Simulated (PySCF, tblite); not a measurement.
# B₁₆N₁₆H₁₆: electronic excitations, NMR shifts, part 2 of 2

tblite 0.8.0 and PySCF 2.14.0. Atoms count from 0. Earlier steps stand in the parts before.

## 4. NMR shifts: GIAO KT3/pcSseg-1

Job settings and geometry (Å):

```
{"job": {"kind": "nmr", "xc": "KT3", "basis": "pcSseg-1", "pop": false}, "charge": 0, "multiplicity": 1}
N      3.241615     1.580824    -0.001897
B      1.992622     2.306854    -0.001529
N      0.752883     1.574863    -0.001011
B      0.755005     0.133889    -0.000744
N      2.009383    -0.587664    -0.000915
B      3.226328     0.152123    -0.001535
N     -0.494457    -0.578549     0.000030
B     -0.501666    -2.020830    -0.000094
N      0.744061    -2.771273    -0.000516
B      1.989095    -2.043869    -0.000564
B     -0.493606     2.292351    -0.000282
N     -1.760408     1.593455     0.000351
B     -1.744001     0.147125     0.000454
B     -3.016897     2.282249     0.000505
N     -4.218903     1.549989    -0.000014
B     -4.241852     0.122559     0.000984
N     -2.990363    -0.570243     0.000970
N      3.199088    -2.800405    -0.000456
B      0.777026    -4.202537    -0.000747
N      2.015441    -4.882559    -0.000069
B      3.260976    -4.205122     0.000052
N     -5.462813    -0.617226     0.001913
B     -5.495948    -2.031860     0.002823
N     -4.250811    -2.698044     0.002223
B     -2.999737    -2.004093     0.001278
N     -1.755818    -2.685403     0.000156
N      4.451779     3.708871    -0.000767
B      3.248853     4.455221    -0.000120
N      2.006696     3.752201    -0.001067
B      4.481211     2.295982    -0.001695
B      0.760511     4.460655    -0.000529
N     -0.429962     3.718846    -0.000000
H      4.271905    -0.383468    -0.001490
H     -3.098607     3.455345     0.000890
H     -5.095268     2.049264    -0.000466
H      4.060820    -2.281170    -0.000730
H     -0.198877    -4.860650    -0.001807
H      2.008480    -5.890716     0.000089
H      4.280105    -4.787231     0.000285
H     -6.332060    -0.105972     0.001985
H     -6.512427    -2.620651     0.004062
H     -4.232827    -3.706087     0.002576
H     -1.756557    -3.691911    -0.000290
H      5.327819     4.208986    -0.000181
H      3.281302     5.628556     0.001351
H      5.510231     1.730946    -0.001909
H      0.735406     5.633751    -0.000398
H     -1.304734     4.215777     0.000691
```

Method: GIAO KT3/pcSseg-1 NMR shielding, non-relativistic, gas phase.

Standard output:

```text
start: PBE on a coarse grid of 41509 points
cycle   1  E = -1282.4933452900  dE =  5.355e+00  |g| = 1.456e+00  |ddm| = 7.147e+00
cycle   2  E = -1281.6490087144  dE =  8.443e-01  |g| = 2.432e+00  |ddm| = 3.124e+00
cycle   3  E = -1282.9570744057  dE = -1.308e+00  |g| = 2.247e-01  |ddm| = 2.089e+00
cycle   4  E = -1282.9688865685  dE = -1.181e-02  |g| = 8.807e-02  |ddm| = 2.527e-01
cycle   5  E = -1282.9704495338  dE = -1.563e-03  |g| = 3.362e-02  |ddm| = 8.243e-02
cycle   6  E = -1282.9706757743  dE = -2.262e-04  |g| = 1.145e-02  |ddm| = 3.401e-02
cycle   7  E = -1282.9707054539  dE = -2.968e-05  |g| = 2.976e-03  |ddm| = 1.155e-02
final grid: 388283 points
cycle   8  E = -1305.3026814114  dE = -6.458e-02  |g| = 1.681e-01  |ddm| = 6.533e-01
cycle   9  E = -1305.2925563319  dE =  1.013e-02  |g| = 2.745e-01  |ddm| = 2.944e-01
cycle  10  E = -1305.3087594972  dE = -1.620e-02  |g| = 1.440e-02  |ddm| = 1.815e-01
cycle  11  E = -1305.3088037770  dE = -4.428e-05  |g| = 5.879e-03  |ddm| = 1.911e-02
cycle  12  E = -1305.3088115632  dE = -7.786e-06  |g| = 2.052e-03  |ddm| = 5.219e-03
cycle  13  E = -1305.3088164135  dE = -4.850e-06  |g| = 5.424e-04  |ddm| = 2.359e-03
cycle  14  E = -1305.3088178375  dE = -1.424e-06  |g| = 1.547e-04  |ddm| = 5.507e-04
cycle  15  E = -1305.3088138880  dE =  3.949e-06  |g| = 4.960e-05  |ddm| = 1.681e-04
converged SCF energy = -1305.3088138880

GIAO shielding tensors (ppm)
atom      isotropic    diamagn.    paramagn.     s11        s22        s33       span
  0 N      104.822     340.533    -235.711     10.691     35.683    268.094    257.403
  1 B       79.168     202.205    -123.037     65.473     70.886    101.147     35.674
  2 N      134.963     358.592    -223.629     70.070     73.774    261.046    190.976
  3 B       78.067     202.748    -124.681     67.248     70.070     96.884     29.637
  4 N      125.595     356.007    -230.412     33.500     81.486    261.799    228.299
  5 B       70.056     199.235    -129.179     48.983     61.421     99.762     50.779
  6 N      139.281     360.678    -221.397     76.165     82.773    258.906    182.741
  7 B       77.720     203.520    -125.799     62.048     74.201     96.912     34.864
  8 N      126.192     343.873    -217.680     37.297     77.617    263.664    226.367
  9 B       78.733     199.785    -121.052     63.044     72.936    100.218     37.174
 10 B       78.090     202.396    -124.306     66.064     70.287     97.920     31.856
 11 N      129.381     348.017    -218.636     46.678     79.723    261.742    215.064
 12 B       78.282     201.424    -123.142     67.050     70.374     97.422     30.373
 13 B       75.750     199.877    -124.127     49.490     69.233    108.528     59.038
 14 N      139.839     323.979    -184.140     37.980    171.453    210.082    172.102
 15 B       81.116     201.479    -120.363     67.513     71.633    104.203     36.690
 16 N      138.862     342.888    -204.026     74.161     79.012    263.414    189.253
 17 N      140.000     330.019    -190.020     30.147    158.482    231.370    201.223
 18 B       76.566     199.131    -122.565     49.826     69.152    110.719     60.893
 19 N      123.523     321.433    -197.910    -12.656    159.182    224.042    236.698
 20 B       77.333     199.259    -121.926     52.677     67.041    112.282     59.605
 21 N      147.866     321.949    -174.083     55.776    178.236    209.587    153.811
 22 B       76.793     195.147    -118.354     53.206     66.450    110.722     57.517
 23 N      147.168     326.588    -179.420     53.596    177.686    210.222    156.626
 24 B       80.455     201.852    -121.397     65.479     73.611    102.275     36.796
 25 N      161.943     334.487    -172.543     92.802    175.416    217.612    124.809
 26 N      118.577     319.529    -200.951    -20.020    154.912    220.839    240.859
 27 B       72.078     195.231    -123.154     51.430     60.562    104.241     52.812
 28 N      108.053     336.444    -228.391     18.388     38.636    267.136    248.748
 29 B       71.718     197.511    -125.792     50.419     61.360    103.376     52.957
 30 B       71.952     198.355    -126.403     48.524     64.505    102.827     54.302
 31 N      138.290     333.793    -195.503     28.638    158.709    227.524    198.886
 32 H       26.283      36.659     -10.376     20.721     27.140     30.987     10.266
 33 H       26.660      33.586      -6.926     21.369     27.812     30.798      9.429
 34 H       26.810      27.594      -0.784     21.118     27.593     31.720     10.602
 35 H       25.142      35.340     -10.198     17.030     27.595     30.801     13.771
 36 H       26.695      33.863      -7.168     21.370     27.516     31.199      9.830
 37 H       25.811      24.161       1.650     21.317     25.777     30.339      9.023
 38 H       27.122      26.069       1.053     23.731     27.580     30.055      6.323
 39 H       27.271      24.849       2.422     21.718     27.581     32.512     10.794
 40 H       27.231      23.328       3.903     23.878     27.506     30.310      6.432
 41 H       27.169      29.400      -2.230     21.288     28.167     32.053     10.765
 42 H       26.500      37.128     -10.628     17.304     29.160     33.035     15.731
 43 H       25.587      20.496       5.091     21.368     25.453     29.941      8.573
 44 H       26.838      25.764       1.074     23.289     28.169     29.055      5.766
 45 H       26.779      28.814      -2.036     22.965     28.474     28.897      5.933
 46 H       26.801      28.428      -1.627     22.980     27.964     29.460      6.480
 47 H       25.278      34.024      -8.746     17.302     27.725     30.807     13.506
```

It took 95 s on 2 threads of Arm Neoverse N1, shared host; peak memory 1.3 GiB.

Shifts follow as δ = σ(reference) − σ, with reference shieldings (ppm) from runs at the same level and on the same kind of geometry: 1H TMS 31.76, 15N NH3 264.4, 11B BF3·OEt2 100.0. The references are single molecules in the gas phase, so shifts against H2O, NH3, PH3, H3PO4 or CFCl3 are not on the usual liquid scales and can be off by tens of ppm.

| atoms | environment | σ (ppm) | δ (ppm) |
| --- | --- | --- | --- |
| H35 | hydrogen on a nitrogen bonded to 2 B | 25.14 | 6.62 |
| H47 | hydrogen on a nitrogen bonded to 2 B | 25.28 | 6.48 |
| H43 | hydrogen on a nitrogen bonded to 2 B | 25.59 | 6.17 |
| H37 | hydrogen on a nitrogen bonded to 2 B | 25.81 | 5.95 |
| H32 | hydrogen on a boron bonded to 2 N | 26.28 | 5.48 |
| H42 | hydrogen on a nitrogen bonded to 2 B | 26.50 | 5.26 |
| H33 | hydrogen on a boron bonded to 2 N | 26.66 | 5.10 |
| H36 | hydrogen on a boron bonded to 2 N | 26.70 | 5.06 |
| H45 | hydrogen on a boron bonded to 2 N | 26.78 | 4.98 |
| H46 | hydrogen on a boron bonded to 2 N | 26.80 | 4.96 |
| H34 | hydrogen on a nitrogen bonded to 2 B | 26.81 | 4.95 |
| H44 | hydrogen on a boron bonded to 2 N | 26.84 | 4.92 |
| H38 | hydrogen on a boron bonded to 2 N | 27.12 | 4.64 |
| H41 | hydrogen on a nitrogen bonded to 2 B | 27.17 | 4.59 |
| H40 | hydrogen on a boron bonded to 2 N | 27.23 | 4.53 |
| H39 | hydrogen on a nitrogen bonded to 2 B | 27.27 | 4.49 |
| N0 | nitrogen bonded to 3 B | 104.8 | 159.6 |
| N28 | nitrogen bonded to 3 B | 108.1 | 156.3 |
| N26 | nitrogen bonded to 2 B, H | 118.6 | 145.8 |
| N19 | nitrogen bonded to 2 B, H | 123.5 | 140.9 |
| N4 | nitrogen bonded to 3 B | 125.6 | 138.8 |
| N8 | nitrogen bonded to 3 B | 126.2 | 138.2 |
| N11 | nitrogen bonded to 3 B | 129.4 | 135.0 |
| N2 | nitrogen bonded to 3 B | 135.0 | 129.4 |
| N31 | nitrogen bonded to 2 B, H | 138.3 | 126.1 |
| N16 | nitrogen bonded to 3 B | 138.9 | 125.5 |
| N6 | nitrogen bonded to 3 B | 139.3 | 125.1 |
| N14 | nitrogen bonded to 2 B, H | 139.8 | 124.6 |
| N17 | nitrogen bonded to 2 B, H | 140.0 | 124.4 |
| N23 | nitrogen bonded to 2 B, H | 147.2 | 117.2 |
| N21 | nitrogen bonded to 2 B, H | 147.9 | 116.5 |
| N25 | nitrogen bonded to 2 B, H | 161.9 | 102.5 |
| B5 | boron bonded to 2 N, H | 70.1 | 29.9 |
| B29 | boron bonded to 2 N, H | 71.7 | 28.3 |
| B30 | boron bonded to 2 N, H | 72.0 | 28.0 |
| B27 | boron bonded to 2 N, H | 72.1 | 27.9 |
| B13 | boron bonded to 2 N, H | 75.8 | 24.2 |
| B18 | boron bonded to 2 N, H | 76.6 | 23.4 |
| B22 | boron bonded to 2 N, H | 76.8 | 23.2 |
| B20 | boron bonded to 2 N, H | 77.3 | 22.6 |

Ring of atoms N0, B1, N2, B3, N4, B5: NICS(0) -0.6, NICS(1) -1.7, NICS(1)zz 2.3 ppm (means of both faces).

Ring of atoms N0, B1, N26, B27, N28, B29: NICS(0) -1.1, NICS(1) -2.3, NICS(1)zz -0.8 ppm (means of both faces).

Ring of atoms B1, N2, B10, N28, B30, N31: NICS(0) -1.1, NICS(1) -1.8, NICS(1)zz 1.1 ppm (means of both faces).

## 5. Results

What follows sums up all 2 parts.

| quantity | value |
| --- | --- |
| lowest singlet (PBE0/def2-SVP) | 6.10 eV (203 nm), f = 0.411 |
| lowest triplet | 5.76 eV |
| surface potential, 1st and 99th percentile | -0.52 V and 1.79 V |
| 1H shifts against TMS (KT3/pcSseg-1) | 6.62, 6.48, 6.17, 5.95, 5.48, 5.26, 5.10, 5.06, 4.98, 4.96, 4.95, 4.92, 4.64, 4.59 ppm and more |
| 15N shifts against NH3 (KT3/pcSseg-1) | 159.6, 156.3, 145.8, 140.9, 138.8, 138.2, 135.0, 129.4, 126.1, 125.5, 125.1, 124.6, 124.4, 117.2 ppm and more |
| 11B shifts against BF3·OEt2 (KT3/pcSseg-1) | 29.9, 28.3, 28.0, 27.9, 24.2, 23.4, 23.2, 22.6, 22.3, 21.9, 21.9, 21.7, 21.2, 20.8 ppm and more |

What this shows: The first singlet state (HOMO→LUMO 0.85) lies at 6.10 eV and is bright. The lowest triplet lies 0.34 eV below the lowest singlet.
